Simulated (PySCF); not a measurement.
# Ge2H6: the cost of one run

Computed with PySCF 2.14.0. Level: levels as typed in each script, gas phase, geometry from GFN2-xTB.

### Step 1. Starting geometry

SMILES `[GeH3][GeH3]`, 8 atoms, charge 0, spin multiplicity 1.

Bond lengths: Ge1–Ge2 2.363 Å, Ge1–H3 1.498 Å, Ge1–H4 1.499 Å, Ge1–H5 1.498 Å, Ge2–H6 1.498 Å, Ge2–H7 1.498 Å, Ge2–H8 1.498 Å. Angles: Ge2–Ge1–H3 113.2°, Ge2–Ge1–H4 113.1°, Ge2–Ge1–H5 113.2°, H3–Ge1–H4 105.7°, H3–Ge1–H5 105.5°, H4–Ge1–H5 105.5°, Ge1–Ge2–H6 113.2°, Ge1–Ge2–H7 113.2°, Ge1–Ge2–H8 113.2°, H6–Ge2–H7 105.5°, H6–Ge2–H8 105.5°, H7–Ge2–H8 105.5°.

As a file:

```xyz
8
charge 0, multiplicity 1
Ge   -1.18157    0.00009   -0.00007
Ge    1.18151    0.00001    0.00002
H    -1.77148    1.09279   -0.83726
H    -1.76945   -1.27485   -0.52627
H    -1.77159    0.17879    1.36486
H     1.77153   -0.18506   -1.36398
H     1.77142   -1.08882    0.84236
H     1.77151    1.27380    0.52187
```

### Step 2. Excited states (PBE0/def2-svpd)

Contents of input.py:

```python
import numpy as np
from pyscf import gto, scf, dft, tdscf
from pyscf.scf import atom_ks, atom_hf
from scipy.linalg import block_diag

def solve(mol, dm0=None, hcore=None):
    mf = (dft.UKS if mol.spin else dft.RKS)(mol, xc='pbe0')
    mf.grids.level = 3
    mf = mf.density_fit(auxbasis='def2-universal-jkfit')
    mf.conv_tol, mf.max_cycle = 1e-8, 80
    if hcore is not None:
        mf.get_hcore = lambda *args: hcore
    mf.kernel(dm0)
    if not mf.converged:
        mf = mf.newton().run(mf.mo_coeff, mf.mo_occ, max_cycle=30)
    assert mf.converged, 'SCF not converged'
    return mf

mol = gto.M(atom='''
Ge    -1.18157     0.00009    -0.00007
Ge     1.18151     0.00001     0.00002
H     -1.77148     1.09279    -0.83726
H     -1.76945    -1.27485    -0.52627
H     -1.77159     0.17879     1.36486
H      1.77153    -0.18506    -1.36398
H      1.77142    -1.08882     0.84236
H      1.77151     1.27380     0.52187
''', basis='def2-svpd', charge=0, spin=0, verbose=4)
mf = solve(mol)
td = mf.TDDFT()
td.nstates, td.singlet, td.conv_tol = 5, True, 1e-5
td.kernel()
td.analyze()
x, y = np.array([p[0] for p in td.xy]), np.array([p[1] + 0 * p[0] for p in td.xy])
f, mu = td.oscillator_strength(), td.transition_dipole()
nto = [td.get_nto(state=i + 1, verbose=4) for i in range(len(td.e))]
# spherically averaged free atoms, for the promolecule
atm = atom_ks.get_atm_nrks(mol, xc='pbe0')
pro = block_diag(*[(atm[a[0]][2] * atm[a[0]][3]) @ atm[a[0]][2].T for a in mol._atom])
np.savez('result.npz', e=td.e, f=f, ok=td.converged, w=[n[0] for n in nto], nto=[n[1] for n in nto], x=x, y=y, c=mf.mo_coeff, occ=mf.mo_occ, eps=mf.mo_energy, pro=pro, mu=mu)
```

Launch:

```
> OMP_NUM_THREADS=1 python input.py
```

What time and memory should one allow on 1 thread of AMD EPYC 9R45 (Zen 5), shared host?

About 1.9 min, with a peak of 0.75 GiB.
